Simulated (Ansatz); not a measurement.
# GaP− (doublet): wave-function methods side by side, aug-cc-pVDZ

One table from this session's results is given with a row withheld; the runs are named, their logs left out.

Program: Ansatz 0.2.0, Gaussian basis. Level of theory: aug-cc-pVDZ, core rule «outside noble gas», up to 19 orbitals frozen. These are calculated values, not measurements.

Plan: UHF; CCSD(T) on ROHF; CCSD(T) on UHF; BCCD(T) on ROHF; CISD; CCSDT(Q) on ROHF; CCSDT(Q) on UHF; CASSCF and MRCISD+Q, 9 electrons in 8 orbitals; CASSCF and NEVPT2, 9 electrons in 8 orbitals.

24 further runs of the same task are left out: 8 for a known fault of the program, 7 that didn't finish, 9 set aside as unsound or not needed.

**The system**

The geometry is a PBE0/def2-TZVPD stationary point (not a proven minimum) of the parent state, kept for this charge and spin. No spin-orbit coupling is included. The filled d shell of Ga may be among the frozen orbitals whatever the setting's name suggests; the logs give the count.

2 atoms, charge -1, spin multiplicity 2.

Atoms are counted from 1 here; the program's logs count them from 0.

Bond lengths: P1–Ga2 2.354 Å.

The first run:

Input file in.yaml:

```yaml
crystal:
  periodic: [false, false, false]
  atoms:
    - {symbol: P, position_ang: [0.000000, 0.000000, 0.000000]}
    - {symbol: Ga, position_ang: [0.000000, 0.000000, 2.354100]}
basis:
  gaussian: {orbitals: aug-cc-pVDZ}
total_charge: -1
magnetization: {spin_polarized: true, initial_magnetization: 1}
hamiltonian: {xc: hf}
output: {orbitals: {seedname: orbitals}}
```

Command:

```bash
$ ansatz run in.yaml --threads 1 --pin off --events-out ev --progress --plain --max-ram 2393MiB
```

Among the steps run: UHF; CCSD(T) on ROHF; CCSD(T) on UHF; BCCD(T) on ROHF; CISD; CCSDT(Q) on ROHF; CCSDT(Q) on UHF; CASSCF and MRCISD+Q, 9 electrons in 8 orbitals; CASSCF and NEVPT2, 9 electrons in 8 orbitals.

One table of the session follows, with a row left open; its other results are not shown here.

```
          method  from UCCSDT(Q) (kcal/mol)
            ROHF                    +126.53
             UHF                    +123.98
            RMP2                     +23.99
            UMP2                     +25.32
           RCCSD                      +7.96
           UCCSD                      +7.82
        RCCSD(T)                      +1.57
        UCCSD(T)                      +1.69
         BCCD(T)                      +1.58
          RCCSDT                          ?
          UCCSDT                      +0.63
       RCCSDT(Q)                      +0.09
       UCCSDT(Q)                          0
  CASSCF valence                     +93.60
  NEVPT2 valence                     +23.28
  MRCISD valence                      +9.47
MRCISD+Q valence                      +0.83
```

Estimate the missing values for RCCSDT.

The run gave: from UCCSDT(Q) (kcal/mol): +0.65. In the column «from UCCSDT(Q) (kcal/mol)» it lies between UCCSDT (+0.63) and MRCISD+Q valence (+0.83).

Not comparable, so not listed: CISD (they don't share determinant, frozen orbitals or solution with the rows shown, or repeat one).

Caveats from the session: Restricted and unrestricted rows rest on different reference determinants; where their highest levels disagree by more than a few hundredths of an eV, they describe different states and don't form one ladder.
